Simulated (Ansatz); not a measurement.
**CHFS₂Si: how energies converge with the basis set**

One table from this session's results is given with a row withheld; the runs are named, their logs left out.

The runs use Ansatz 0.2.0, Gaussian basis; one geometry, several basis sets.

Plan: PBE0-D4/def2-SVP; ωB97M-V/def2-SVP; PBE0-D4/def2-QZVPP; ωB97M-V/def2-QZVPP; the functionals' def2-TZVPP values are taken from earlier runs.

**Structure used throughout**

All runs share one geometry, relaxed beforehand with PBE0-D4 in a triple-zeta def2 set.

6 atoms, charge 0, spin multiplicity 1.

Atoms are counted from 1 here; the program's logs count them from 0.

Bond lengths: F1–Si2 1.583 Å, Si2–S3 2.093 Å, Si2–C4 1.813 Å, Si2–H6 1.471 Å, S3–C4 1.803 Å, C4–S5 1.597 Å. Angles: F1–Si2–S3 119.2°, F1–Si2–C4 121.1°, F1–Si2–H6 108.0°, S3–Si2–C4 54.4°, S3–Si2–H6 120.5°, C4–Si2–H6 124.8°, Si2–S3–C4 54.9°, Si2–C4–S3 70.7°, Si2–C4–S5 155.8°, S3–C4–S5 133.5°.

Geometry (Å):

```xyz
6
charge 0, multiplicity 1
F    -0.92299   -1.12972    1.48683
Si    0.07781   -0.14588    0.75395
S     1.21649   -0.85782   -0.85141
C    -0.15720    0.30199   -0.98702
S    -0.85549    1.03944   -2.21915
H     0.68337    0.72800    1.77061
```

The first run:

The input, in.yaml:

```yaml
crystal:
  periodic: [false, false, false]
  atoms:
    - {symbol: F, position_ang: [-0.922985, -1.129723, 1.486830]}
    - {symbol: Si, position_ang: [0.077813, -0.145879, 0.753946]}
    - {symbol: S, position_ang: [1.216490, -0.857824, -0.851410]}
    - {symbol: C, position_ang: [-0.157199, 0.301992, -0.987024]}
    - {symbol: S, position_ang: [-0.855494, 1.039438, -2.219151]}
    - {symbol: H, position_ang: [0.683374, 0.727996, 1.770609]}
basis:
  gaussian: {orbitals: def2-SVP}
hamiltonian: {xc: pbe0, dispersion: d4}
output: {orbitals: {seedname: orbitals}}
```

Command:

```bash
$ ansatz run in.yaml --threads 2 --pin off --events-out ev --progress --plain --max-ram 4352MiB
```

Steps of the session up to this table: PBE0-D4 in def2-SVP; ωB97M-V in def2-SVP; PBE0-D4 in def2-QZVPP; ωB97M-V in def2-QZVPP.

One of the session's tables, all rows but one given; the rest of the session is left out.

It belongs to the step «Functionals by basis». 

| functional | basis | HOMO (eV) | LUMO (eV) |
| --- | --- | --- | --- |
| PBE0-D4 | def2-SVP | ? | ? |
| PBE0-D4 | def2-TZVPP | -6.53 | -2.79 |
| PBE0-D4 | def2-QZVPP | -6.56 | -2.84 |
| ωB97M-V | def2-SVP | -8.42 | -0.44 |
| ωB97M-V | def2-TZVPP | -8.57 | -0.69 |
| ωB97M-V | def2-QZVPP | -8.61 | -0.77 |

Q: Estimate the row for PBE0-D4, def2-SVP from the others.

As computed: HOMO (eV): -6.42; LUMO (eV): -2.62. In the column «HOMO (eV)» it is the highest.
